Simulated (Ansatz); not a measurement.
# SiZr: the cost of one run

The runs use Ansatz 0.2.0, Gaussian basis; def2-QZVPP, core rule «outside noble gas», up to 9 orbitals frozen.

Plan: UHF; ROHF; CCSD(T) on UHF.

## (1) The geometry

The geometry is a PBE0/def2-TZVP stationary point (not a proven minimum) of the parent state, kept for this charge and spin. No spin-orbit coupling is included. Elements past krypton take def2 core potentials.

2 atoms, charge 0, spin multiplicity 7.

Atoms are counted from 1 here; the program's logs count them from 0.

Bond lengths: Zr1–Si2 2.518 Å.

## (2) UHF

File in.yaml:

```yaml
crystal:
  periodic: [false, false, false]
  atoms:
    - {symbol: Zr, position_ang: [0.000000, 0.000000, 0.000000]}
    - {symbol: Si, position_ang: [0.000000, 0.000000, 2.518200]}
basis:
  gaussian: {orbitals: "def2-QZVPP.json"}
magnetization: {spin_polarized: true, initial_magnetization: 6}
hamiltonian: {xc: hf}
output: {orbitals: {seedname: orbitals}}
```

Run with:

```bash
$ ansatz run in.yaml --threads 1 --pin off --events-out ev --progress --plain --max-ram 4096MiB --backend cpu
```

Q: Estimate wall time and peak memory on 1 thread of AMD EPYC 7R13, shared host.

About 21 s, with a peak of 0.37 GiB.
